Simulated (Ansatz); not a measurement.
# Nb4N: the cost of one run

Computed with Ansatz 0.2.0 (DFT PBE, scalar-relativistic, plane waves, PAW, unless a step's input says otherwise).

**1. The system as given**

The structure is cubic, space group I-43m (No. 217). The conventional cell has a = 5.848 Å, b = 5.848 Å, c = 5.848 Å, α = 90.00°, β = 90.00°, γ = 90.00°. Nb (site symmetry 3m) is surrounded by 1 N at 1.28 Å. N (site symmetry -43m) has 4 Nb at 1.28 Å as nearest neighbours.

Structure file:

```cif
data_structure
_symmetry_space_group_name_H-M 'P 1'
_symmetry_Int_Tables_number 1
_cell_length_a 5.0646
_cell_length_b 5.0646
_cell_length_c 5.0646
_cell_angle_alpha 109.471
_cell_angle_beta 109.471
_cell_angle_gamma 109.471
_cell_volume 100.00
loop_
_atom_site_label
_atom_site_type_symbol
_atom_site_fract_x
_atom_site_fract_y
_atom_site_fract_z
_atom_site_occupancy
Nb1 Nb 0.00000 0.00000 0.74631 1
Nb2 Nb 0.74631 0.00000 0.00000 1
Nb3 Nb 0.00000 0.74631 0.00000 1
Nb4 Nb 0.25369 0.25369 0.25369 1
N1 N 0.00000 0.00000 0.00000 1
```

A structure generator made this guess: species swapped into a database cell of H4C (I-43m, No. 217), with Nb on the H sites and N on the C sites. Lengths come from tabulated atomic sizes and are only a guess.

**2. A first look at the guess**

File input.yaml:

```yaml
crystal:
  lattice:
    - [-2.92405729, 2.92405729, 2.92405729]
    - [2.92405729, -2.92405729, 2.92405729]
    - [2.92405729, 2.92405729, -2.92405729]
  atoms:
    - { symbol: Nb, position: [0.0, 0.0, 0.74631286] }
    - { symbol: Nb, position: [0.74631286, 0.0, 0.0] }
    - { symbol: Nb, position: [0.0, 0.74631286, 0.0] }
    - { symbol: Nb, position: [0.25368714, 0.25368714, 0.25368714] }
    - { symbol: "N", position: [0.0, 0.0, 0.0] }
basis:
  ecutwfc: 420
kpoints:
  mp_grid: { grid: [4, 4, 4] }
hamiltonian:
  xc: pbe
scf:
  occupations: { method: gaussian, width: 0.1 }
  lower_state_search: "off"
output:
  forces: true
  stress: true
  eigenvalues: true
```

Command:

```console
ansatz run input.yaml --threads 1 --pin off --max-ram 2048MiB --backend cpu --events-out ev --progress --plain --runs-dir out
```

Q: Estimate wall time and peak memory on 1 thread of Arm Neoverse V1, shared host.

About 3.6 s, with a peak of 0.3 GiB.
